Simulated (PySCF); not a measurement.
**SnCl+: from the state search to spectroscopic constants**

One table from this session's results is given with a row withheld; the runs are named, their logs left out.

Computed with PySCF 2.14.0. Level: Sn def2-SVP with ECP28, Cl def2-SVP, scalar-relativistic core potentials.

The first run:

A driver script around PySCF takes these settings:

```json
{
 "atoms": "Sn, Cl",
 "charge": "1",
 "basis": "Sn def2-SVP with ECP28, Cl def2-SVP",
 "Hamiltonian": "scalar-relativistic core potentials",
 "basis functions": "44",
 "electrons treated": "38",
 "masses in u": "119.9022, 34.9689",
 "levels": "PBE0, PBE, r²SCAN, M06, B2PLYP, MN15, CAM-B3LYP, HF, MP2, SCS-MP2, CCSD, CCSD(T)",
 "grid": "80 radial by 434 angular points",
 "occupations": "held fixed by the projection of orbital angular momentum",
 "dissociation limit": "Sn+ + Cl, each in its ground configuration",
 "starting distance in angstrom": "2.420",
 "values of 2S to try": "0, 2"
}
```

Command:

```bash
OMP_NUM_THREADS=1 python dia.py task.json out
```

Among the steps run: Set-up; The PBE0 curve of the state that the search chose; Excited determinants; PBE (GGA); r²SCAN (meta-GGA); M06; B2PLYP (double hybrid); MN15 (hybrid meta-GGA); CAM-B3LYP (range-separated hybrid); RHF; MP2 and coupled cluster.

One of the session's tables, all rows but one given; the rest of the session is left out.

It belongs to the step «The curves together». Energy (eV) from each level's lowest point:

```
R (Å)    RHF  RHF-MP2  RHF-SCS-MP2  RHF-CCSD  RHF-CCSD(T)
1.977  1.455    1.432        1.458       n/a          n/a
2.069  0.634    0.618        0.637     0.639        0.663
2.161      ?        ?            ?         ?            ?
2.230  0.037    0.033        0.038     0.039        0.047
2.299  0.000    0.000        0.000     0.000        0.000
2.368  0.052    0.056        0.050     0.049        0.041
2.460  0.221    0.231        0.218     0.214        0.193
2.575  0.543    0.559        0.536     0.527        0.490
2.713  1.020    1.041        1.005     0.989        0.930
2.897  1.718    1.737        1.680       n/a          n/a
```

**Question.** Estimate the row for R (Å) = 2.161.

Worked estimate for «RHF». A straight line through the neighbours (2.069, 0.634) and (2.230, 0.037) gives 0.634 + (0.037 − 0.634) × (2.161 − 2.069) / (2.230 − 2.069) = 0.293; a parabola fitted to 4 rows on both sides gives 0.173.

**Answer.** RHF: 0.189; RHF-MP2: 0.180; RHF-SCS-MP2: 0.192; RHF-CCSD: 0.193; RHF-CCSD(T): 0.208. In «RHF» the line misses by +0.104 and the parabola by -0.016.

State 2 has its PBE0 minimum 3.80 eV higher. The other levels ran on the lowest alone.
